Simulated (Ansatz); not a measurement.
# CH₄InOS radical: basis-set convergence

Aim: see how fast density functionals converge with the basis set for CH₄InOS radical.

The runs use Ansatz 0.2.0, Gaussian basis; one geometry, several basis sets.

The runs, in order: PBE0-D4/def2-SVP; ωB97M-V/def2-SVP; PBE0-D4/def2-QZVPP; ωB97M-V/def2-QZVPP; the functionals' def2-TZVPP values are taken from earlier runs.

### 1 The relaxed structure

The geometry comes from an earlier relaxation with PBE0-D4 in a triple-zeta def2 set; it is a stationary point, not always the lowest conformer. In takes the def2 core potential; no spin-orbit term is included.

SMILES `C[O][In][SH]`, 8 atoms, charge 0, spin multiplicity 2.

Atoms are counted from 1 here; the program's logs count them from 0.

Bond lengths: C1–O2 1.397 Å, C1–H5 1.098 Å, C1–H6 1.098 Å, C1–H7 1.097 Å, O2–In3 2.010 Å, In3–S4 2.432 Å, S4–H8 1.347 Å. Angles: O2–C1–H5 112.8°, O2–C1–H6 112.8°, O2–C1–H7 108.3°, H5–C1–H6 107.9°, H5–C1–H7 107.3°, H6–C1–H7 107.3°, C1–O2–In3 128.3°, O2–In3–S4 109.3°, In3–S4–H8 89.3°.

### 2 PBE0-D4 in def2-SVP

Input file in.yaml:

```yaml
crystal:
  periodic: [false, false, false]
  atoms:
    - {symbol: C, position_ang: [0.651417, 1.405027, -0.080954]}
    - {symbol: O, position_ang: [0.251856, 0.071139, 0.034855]}
    - {symbol: In, position_ang: [-1.591160, -0.701340, -0.183101]}
    - {symbol: S, position_ang: [-1.499976, -3.105884, 0.168163]}
    - {symbol: H, position_ang: [0.469719, 1.819089, -1.081639]}
    - {symbol: H, position_ang: [0.162126, 2.061602, 0.650722]}
    - {symbol: H, position_ang: [1.731128, 1.458013, 0.103338]}
    - {symbol: H, position_ang: [-0.175110, -3.007637, 0.388615]}
basis:
  gaussian: {orbitals: def2-SVP}
magnetization: {spin_polarized: true, initial_magnetization: 1}
hamiltonian: {xc: pbe0, dispersion: d4}
output: {orbitals: {seedname: orbitals}}
```

The runs that follow: ωB97M-V in def2-SVP; PBE0-D4 in def2-QZVPP; ωB97M-V in def2-QZVPP.

Q: Predict the results of all the runs planned. Wanted: PBE0-D4: double and triple zeta above quadruple; ωB97M-V: double and triple zeta above quadruple.

**Answer**, as computed:

| quantity | value |
| --- | --- |
| PBE0-D4: double and triple zeta above quadruple | 8.28, 0.56 eV |
| ωB97M-V: double and triple zeta above quadruple | 8.38, 0.54 eV |

What this shows: PBE0-D4 gains 7.72 eV from double to triple zeta, then 0.56 eV more. These are total energies; as a rule much of such shifts cancels in differences, which this series doesn't test.
